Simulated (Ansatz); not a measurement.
Crystal: CsLiCr2Te2S3.

```
Cs Li Cr Te S
1.0
     6.10792   -0.01886    0.00581
    -2.28822    5.93151    0.00333
    -1.38462   -2.19395    7.56260
Cs Li Cr Te S
1 1 2 2 3
Direct
  0.06348 0.10178 0.99394
  0.57026 0.58143 0.57403
  0.07801 0.50138 0.57990
  0.43162 0.02972 0.53722
  0.54458 0.76732 0.28198
  0.01143 0.65932 0.29902
  0.77800 0.37133 0.70773
  0.39402 0.82508 0.74875
  0.19605 0.23009 0.48646
```

The cell was built by a generator and needn't be a form met in nature.

```yaml
Program: Ansatz 0.2.0
Task: relaxation of cell and atoms
Functional: r2SCAN
Dispersion: rVV10
Potentials_or_basis: Ansatz PAW
Cutoff: "500 eV (not typed: the program's choice for these potentials)"
k_mesh: 4 × 4 × 3
Occupations: fermi-dirac, width 0.05 eV
Spin: collinear spin, ferromagnetic start
Starting_moments: "[0.0, 0.0, 3.0, 3.0, 0.0, 0.0, 0.0, 0.0, 0.0] μB"
```

At the start: volume 30.42 Å³/atom.

Where does the relaxation end?

It ends after 27 steps and the volume is 27.83 Å³/atom (-8.5 %); space group P1 (No. 1, to 0.05 Å); moment 6.00 μB per cell.

The path:
```tsv
step	energy change (eV)	largest force (eV/Å)	volume (Å³)
1	0.0000	0.1265	273.78
2	-0.0459	0.1061	265.66
3	-0.0765	0.1132	250.27
4	-0.0844	0.0799	253.64
5	-0.0884	0.0575	254.18
6	-0.0932	0.0947	253.50
7	-0.0962	0.0533	253.62
8	-0.0968	0.0687	254.33
9	-0.1044	0.1180	253.84
10	-0.1888	0.3729	254.21
11	-0.2397	0.7471	255.40
12	-0.3335	0.2035	255.97
13	-0.3689	0.2030	253.62
14	-0.3762	0.1865	253.80
15	-0.3896	0.0814	253.41
16	-0.3940	0.0400	252.53
17	-0.3966	0.0284	251.95
18	-0.3995	0.0207	250.64
19	-0.4005	0.0185	250.34
20	-0.4019	0.0205	250.24
21	-0.4052	0.0262	249.88
22	-0.4077	0.0262	250.40
23	-0.4102	0.0334	250.50
24	-0.4107	0.0274	250.75
25	-0.4109	0.0388	250.69
26	-0.4113	0.0111	250.50
27	-0.4101	0.0111	250.50
```

Final structure:
```cif
data_structure
_symmetry_space_group_name_H-M 'P 1'
_symmetry_Int_Tables_number 1
_cell_length_a 6.2697
_cell_length_b 6.3379
_cell_length_c 7.4374
_cell_angle_alpha 92.029
_cell_angle_beta 100.661
_cell_angle_gamma 119.311
_cell_volume 250.50
loop_
_atom_site_label
_atom_site_type_symbol
_atom_site_fract_x
_atom_site_fract_y
_atom_site_fract_z
_atom_site_occupancy
Cs1 Cs 0.22324 0.19954 0.99209 1
Li1 Li 0.54532 0.58587 0.59588 1
Cr1 Cr 0.99877 0.43448 0.55142 1
Cr2 Cr 0.39729 0.01808 0.54114 1
Te1 Te 0.61795 0.89735 0.31278 1
Te2 Te 0.07583 0.64695 0.24373 1
S1 S 0.72978 0.35513 0.73748 1
S2 S 0.33826 0.75012 0.75010 1
S3 S 0.14101 0.17993 0.48443 1
```

Caveat: the magnetic or orbital state may not be the lowest; the plane-wave basis is chosen anew once the cell has moved, so the energies of steps on either side of that aren't comparable; only a ferromagnetic start was run, and an antiferromagnetic order may lie lower in energy; the PAW data sets come from PBE, with cores solved anew for the run's functional, which leaves a small shift of forces and pressure.
